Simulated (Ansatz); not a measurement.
# ZrHg: response to strain

ZrHg is deformed so: zz strain of +1 %. What stress and forces result, by LAPW, PAW and all-electron datasets made for the crystal?

Program: Ansatz 0.2.0. Level of theory: DFT PBEsol, scalar-relativistic. These are calculated values, not measurements.

## 1. The system as given

The structure is tetragonal, space group P4/mmm (No. 123). Conventional cell: a = 3.147 Å, b = 3.147 Å, c = 4.170 Å, α = 90.00°, β = 90.00°, γ = 90.00°. Around Zr (site symmetry 4/mmm) lie 8 Hg at 3.05 Å and 4 Zr at 3.15 Å. Hg (site symmetry 4/mmm) has 8 Zr at 3.05 Å and 4 Hg at 3.15 Å as nearest neighbours.

As a file:

```
Zr Hg
1.0
     3.14700    0.00000    0.00000
     0.00000    3.14700    0.00000
     0.00000    0.00000    4.17000
Zr Hg
1 1
Direct
  0.50000 0.50000 0.50000
  0.00000 0.00000 0.00000
```

Atoms are numbered in the order of the input: Zr1, Hg2.

## 2. The deformed structure

Space group P4/mmm before, P4/mmm after.

## 3. Full-potential LAPW

input.yaml reads:

```yaml
crystal:
  lattice:
    - [3.147, 0.0, 0.0]
    - [0.0, 3.147, 0.0]
    - [0.0, 0.0, 4.2117]
  atoms:
    - { symbol: Zr, position: [0.5, 0.5, 0.5] }
    - { symbol: Hg, position: [0.0, 0.0, 0.0] }
kpoints:
  mp_grid: { grid: [13, 13, 10] }
  band_path:
    path:
      - [0.0, 0.0, 0.0]
      - [0.0, 0.5, 0.0]
      - [0.5, 0.5, 0.0]
      - [0.0, 0.0, 0.0]
      - [0.0, 0.0, 0.5]
      - [0.0, 0.5, 0.5]
      - [0.5, 0.5, 0.5]
      - [0.0, 0.0, 0.5]
      - [0.0, 0.5, 0.0]
    npoints: 5
scf:
  occupations: { method: fermi_dirac, width: 0.03 }
hamiltonian:
  xc: pbesol
  pseudopotentials: { kind: all_electron, lapw: { basis_error: 0.0005 } }
output:
  forces: true
  stress: true
  eigenvalues: true
```

On the command line:

```bash
$ ansatz run input.yaml --threads 1 --pin off --max-ram 3072MiB --backend cpu --events-out ev --progress --plain --runs-dir out
```

## 4. PAW with frozen cores

input.yaml reads:

```yaml
crystal:
  lattice:
    - [3.147, 0.0, 0.0]
    - [0.0, 3.147, 0.0]
    - [0.0, 0.0, 4.2117]
  atoms:
    - { symbol: Zr, position: [0.5, 0.5, 0.5] }
    - { symbol: Hg, position: [0.0, 0.0, 0.0] }
kpoints:
  mp_grid: { grid: [13, 13, 10] }
scf:
  occupations: { method: fermi_dirac, width: 0.03 }
hamiltonian:
  xc: pbesol
  pseudopotentials: { kind: paw }
output:
  forces: true
  stress: true
  eigenvalues: true
  efg: { contact_densities: true }
  write_density: true
  write_potential: true
  elf: true
  volumetric_format: npy
```

## 5. All-electron PAW on datasets made for the crystal

Changes to input.yaml since step 4:

```diff
@@ -14,3 +14,3 @@
   xc: pbesol
-  pseudopotentials: { kind: paw }
+  pseudopotentials: { kind: all_electron, datasets: crystal }
 output:
@@ -20,5 +20 @@
   efg: { contact_densities: true }
-  write_density: true
-  write_potential: true
-  elf: true
-  volumetric_format: npy
```

(Steps that only read results are left out.)

**Question.** What will these runs give? Wanted: pressure; largest shear or deviatoric stress.

**Answer**, as computed:

| quantity | value |
| --- | --- |
| pressure | LAPW -1.84, PAW -1.85, crystal datasets -1.84 GPa |
| largest shear or deviatoric stress (LAPW) | 0.59 GPa |

What this shows: The largest part of the stress beyond the pressure is 0.59 GPa in size, in the zz component; the atoms are carried along and not relaxed. No run of the undeformed cell stands beside it, so the pressure holds what the given cell had before the change. PAW: stress within 0.01 GPa of LAPW. Crystal datasets: stress within 0.01 GPa of LAPW. Spin-orbit coupling is left out, though the cell holds Hg; in elements this heavy it can shift bands and gaps by tenths of an eV.
